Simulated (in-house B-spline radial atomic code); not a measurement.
# Zn³⁺: ionisation energy by several methods

The task here is to estimate one member of a computed series from the others.

The numbers are computed with in-house B-spline radial atomic code version 1 (non-relativistic, several functionals, spin-polarised, exact exchange averaged over the configuration; spherical all-electron atom at the radial basis limit), except any that are marked as measured or tabulated.

### The atom as given

```
element       : zinc (Z = 30)
charge        : +3
electrons     : 27
configuration : [Ar] 3d9
nucleus       : point
```

The outer shells:

[Ar] 3d9
```
[Ar] core
3d [↑↓][↑↓][↑↓][↑↓][↑ ]
```

Where spins are not typed, each open shell is filled with up spins first.

The first run:

Input settings:

```ini
Z = 30
electrons = 27.0
configuration = [Ar] 3d9
hamiltonian = nr
method = camb3lyp
spin_polarised = True
exact_exchange = averaged over the configuration
```

Run with:

```sh
python run_scf.py task.json out
```

One command runs all members of the session, one after another, from task.json.

Among the steps run: CAM-B3LYP; B97-1; ωB97X; PBE0; HSE06; r2SCAN0.

One table of the session follows, with a row left open; its other results are not shown here.

```
   method  ΔSCF (eV)
    B97-1     60.897
     PBE0          ?
  r2SCAN0     60.890
CAM-B3LYP     61.073
    ωB97X     60.664
    HSE06     60.825
```

Estimate the missing values for PBE0.

The run gave: ΔSCF (eV): 60.851. In the column «ΔSCF (eV)» it lies between HSE06 (60.825) and r2SCAN0 (60.890).

Caveats from the session: These runs lack relativity altogether, which can outweigh the gaps between the methods, so the nearest may be so by luck.
